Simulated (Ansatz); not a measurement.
# C₂H₁₀GeOSi: one species, many methods

Aim: compute C₂H₁₀GeOSi with functionals from several rungs and with coupled cluster. The yardstick is the atomisation energy at the CCSD(T) limit.

Computed with Ansatz 0.2.0, Gaussian basis. Level: functionals in def2-TZVPP, the program's frozen cores in correlated methods.

Levels to be run: LDA (SPW92), PBE-D4, revPBE-D4, BLYP-D4, r2SCAN-D4, B97M-V, PBE0-D4, B3LYP-D4, r2SCANh-D4, r2SCAN0-D4, HSE06-D4, BHLYP-D4, CAM-B3LYP-D4, LC-ωPBE, ωB97X-V, ωB97M-V, B2PLYP, PBE-QIDH; CCSD(T)/def2-SVP; CCSD(T)/def2-TZVPP; MP2/def2-QZVPP; extrapolation to the limit; RPA on PBE.

## Step 1: The relaxed structure

The geometry comes from an earlier relaxation with PBE0-D4 in a triple-zeta def2 set; it is a stationary point, not always the lowest conformer.

15 atoms, charge 0, spin multiplicity 1.

Atoms are counted from 1 here; the program's logs count them from 0.

Bond lengths: C1–O2 1.403 Å, C1–H6 1.099 Å, C1–H7 1.093 Å, C1–H8 1.099 Å, O2–Ge3 1.791 Å, Ge3–C4 1.943 Å, Ge3–Si5 2.395 Å, Ge3–H9 1.551 Å, C4–H10 1.091 Å, C4–H11 1.090 Å, C4–H12 1.091 Å, Si5–H13 1.488 Å, Si5–H14 1.489 Å, Si5–H15 1.487 Å. Angles: O2–C1–H6 112.2°, O2–C1–H7 108.2°, O2–C1–H8 112.4°, H6–C1–H7 108.0°, H6–C1–H8 107.9°, H7–C1–H8 107.9°, C1–O2–Ge3 118.6°, O2–Ge3–C4 104.0°, O2–Ge3–Si5 109.4°, O2–Ge3–H9 107.1°, C4–Ge3–Si5 113.7°, C4–Ge3–H9 111.7°, Si5–Ge3–H9 110.5°, Ge3–C4–H10 110.6°, Ge3–C4–H11 109.9°, Ge3–C4–H12 109.4°, H10–C4–H11 109.0°, H10–C4–H12 109.0° and more.

## Step 2: LDA

This LDA is Slater exchange with PW92 correlation.

File in.yaml:

```yaml
crystal:
  periodic: [false, false, false]
  atoms:
    - {symbol: C, position_ang: [-0.740172, 2.247306, 0.147982]}
    - {symbol: O, position_ang: [-0.962052, 1.017363, -0.490477]}
    - {symbol: Ge, position_ang: [0.357347, -0.193996, -0.500745]}
    - {symbol: C, position_ang: [-0.297438, -1.592954, -1.679816]}
    - {symbol: Si, position_ang: [0.771244, -0.936166, 1.738304]}
    - {symbol: H, position_ang: [0.121539, 2.784467, -0.272202]}
    - {symbol: H, position_ang: [-1.627685, 2.869895, 0.008228]}
    - {symbol: H, position_ang: [-0.574063, 2.134463, 1.228429]}
    - {symbol: H, position_ang: [1.613708, 0.504470, -1.083057]}
    - {symbol: H, position_ang: [0.449061, -2.380701, -1.791855]}
    - {symbol: H, position_ang: [-1.210426, -2.025687, -1.270090]}
    - {symbol: H, position_ang: [-0.515798, -1.167755, -2.660049]}
    - {symbol: H, position_ang: [1.133862, 0.202855, 2.623670]}
    - {symbol: H, position_ang: [1.897362, -1.909945, 1.742107]}
    - {symbol: H, position_ang: [-0.438186, -1.604414, 2.288871]}
basis:
  gaussian: {orbitals: def2-TZVPP}
hamiltonian: {xc: lda}
output: {orbitals: {seedname: orbitals}}
```

The run is started by

```sh
$ ansatz run in.yaml --threads 2 --pin off --events-out ev --progress --plain --max-ram 32768MiB --backend cpu
```

After this run come: PBE-D4 (GGA); revPBE-D4 (GGA); BLYP-D4 (GGA); r2SCAN-D4 (meta-GGA); B97M-V (meta-GGA); PBE0-D4 (hybrid); B3LYP-D4 (hybrid); r2SCANh-D4 (hybrid); r2SCAN0-D4 (hybrid); HSE06-D4 (hybrid); BHLYP-D4 (hybrid); CAM-B3LYP-D4 (range-separated); LC-ωPBE (range-separated); ωB97X-V (range-separated); ωB97M-V (range-separated); B2PLYP (double hybrid); PBE-QIDH (double hybrid); CCSD(T) in def2-SVP; CCSD(T) in def2-TZVPP; MP2 in def2-QZVPP; RPA on PBE orbitals.

**Question.** What will the summary of the whole plan be? Wanted: atomisation energy, CCSD(T)/CBS; farthest beyond LDA; mean size of error, GGA; mean size of error, meta-GGA; mean size of error, hybrid; mean size of error, range-separated; mean size of error, double hybrid; gap, smallest and largest; T1 diagnostic.

**Answer**, as computed:

| quantity | value |
| --- | --- |
| atomisation energy, CCSD(T)/CBS | 1221.2 kcal/mol |
| functionals within 12.2 kcal/mol (1.0 %) | PBE-D4, r2SCAN-D4, B97M-V, PBE0-D4, B3LYP-D4, r2SCANh-D4, HSE06-D4, CAM-B3LYP-D4, ωB97X-V, ωB97M-V |
| farthest beyond LDA | BHLYP-D4 (-29.7 kcal/mol) |
| mean size of error, GGA | 12.6 kcal/mol |
| mean size of error, meta-GGA | 1.7 kcal/mol |
| mean size of error, hybrid | 12.7 kcal/mol |
| mean size of error, range-separated | 5.3 kcal/mol |
| mean size of error, double hybrid | 15.8 kcal/mol |
| gap, smallest and largest | 4.93 eV (LDA (SPW92)), 12.09 eV (LC-ωPBE) |
| T1 diagnostic | 0.0117 |
| triples share of the correlation energy | 3.6 % |

In words: LDA overbinds by 151.7 kcal/mol (12 %). PBE-D4 misses by +3.1 kcal/mol. Double hybrids carry the basis error of their MP2 part in triple zeta, and no dispersion term here, so their miss is partly the set-up's. The rungs meta-GGA, range-separated miss on average by less than the doubt on the reference (12.2 kcal/mol), so they tie. The reference freezes the cores and leaves out relativity and excitations past (T), and its outer-core shells are covered unevenly, so misses under about 12.2 kcal/mol can't be ranked. Hartree-Fock recovers 74 % of the binding; the rest is correlation. CCSD(T) in def2-SVP is off by -68.9 kcal/mol, so the small basis spoils what the method gains. The gap grows from 4.9 to 12.1 eV across the functionals, mostly with the share of exact exchange. Correlated methods include outer-core shells of Ge, which these sets cover unevenly.
